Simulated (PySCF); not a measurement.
# Mo(OH)₂: quintet, from a linear start

The task is one start of a wider search on Mo(OH)₂: the quintet, from a linear start. It is relaxed, tested by its Hessian and followed downhill if it is a saddle.

Computed with PySCF 2.14.0. Level: PBE0, basis Mo def2-TZVP with ECP28, O def2-TZVP, H def2-TZVP, scalar-relativistic core potentials, no spin–orbit coupling, density fitting.

## (1) The system as given

5 atoms, charge 0, spin multiplicity 5.

Bond lengths: Mo1–O2 2.010 Å, Mo1–O3 2.010 Å, O2–H4 0.960 Å, O3–H5 0.960 Å. Angles: O2–Mo1–O3 180.0°, Mo1–O2–H4 130.0°, Mo1–O3–H5 130.0°.

```xyz
5
charge 0 multiplicity 5
Mo    0.0000    0.0000    0.0000
O     0.0000    0.0000    2.0100
O     0.0000    0.0000   -2.0100
H    -0.7354    0.0000    2.6271
H     0.7354    0.0000   -2.6271
```

## (2) First SCF at the start

The steps below are one call of a driver around PySCF. For each, scf.py gives the equivalent set-up of the SCF; relaxations use the driver's own optimiser. After this first run the driver tries any further starts and a stability analysis.

Input file scf.py:

```python
from pyscf import gto, scf, dft
mol = gto.M(atom='''
Mo     0.000000     0.000000     0.000000
O      0.000000     0.000000     2.010000
O      0.000000     0.000000    -2.010000
H     -0.735400     0.000000     2.627100
H      0.735400     0.000000    -2.627100''',
    basis={'Mo': 'def2-TZVP', 'O': 'def2-TZVP', 'H': 'def2-TZVP'},
    ecp={'Mo': 'def2-TZVP'},
    charge=0, spin=4)
mf = dft.UKS(mol, xc='PBE0')
mf.grids.atom_grid = (50, 194)
aux = {'Mo': 'def2-universal-JKFIT', 'O': 'def2-universal-JKFIT', 'H': 'def2-universal-JKFIT'}
mf = mf.density_fit(auxbasis=aux)
mf.conv_tol = 1e-08
mf.diis_space = 10
mf.max_cycle = 60
mf.init_guess = 'minao'
mf.verbose = 4
mf.kernel()
```

Launch:

```bash
$ OMP_NUM_THREADS=4 python axn.py task.json out
```

The runs that follow: Relaxation: linear start, quintet; Is it a minimum? Harmonic modes; Following the imaginary mode; Vibrations and properties at this point.

What does the calculation give? Wanted: minimum; geometry; wavenumbers; dipole moment; highest occupied, lowest empty level; polar-tensor charge of Mo1; zero-point energy; atomisation energy; ⟨S²⟩.

As calculated:

```
                                          quantity                                                                              value
                                           minimum                                                                        quintet, C2
                                          geometry             Mo–O 1.903 Å (×2), O–H 0.962 Å (×2); H–O–Mo 122.9° (×2), O–Mo–O 138.2°
                                wavenumbers (cm⁻¹)  127 (a), 362 (b), 430 (a), 631 (b), 664 (a), 677 (b), 691 (a), 3848 (b), 3849 (a)
                                     dipole moment                                                                             0.08 D
highest occupied, lowest empty level (either spin)                                                                    -5.59, -1.76 eV
                        polar-tensor charge of Mo1                                                                            +1.08 e
                                 zero-point energy                                                                        67.5 kJ/mol
                               entropy at 298.15 K                                                                    303.1 J/(mol K)
         atomisation energy (no zero-point energy)                                                                        1626 kJ/mol
                                              ⟨S²⟩                                                                              6.016
```

In words: The linear start (C2h) ends in a minimum of C2 symmetry, after a stop at a saddle point 12.9 kJ/mol higher, from which it was pushed off along an imaginary mode. In the infrared the band at 631 cm⁻¹ (b) leads. Most of the spin sits on Mo1 (Mulliken spin 4.02, against 4 for the whole molecule). Only this shape and spin were tried, so other structures or states may lie lower. One determinant may miss the lowest occupation of an open d or f shell.
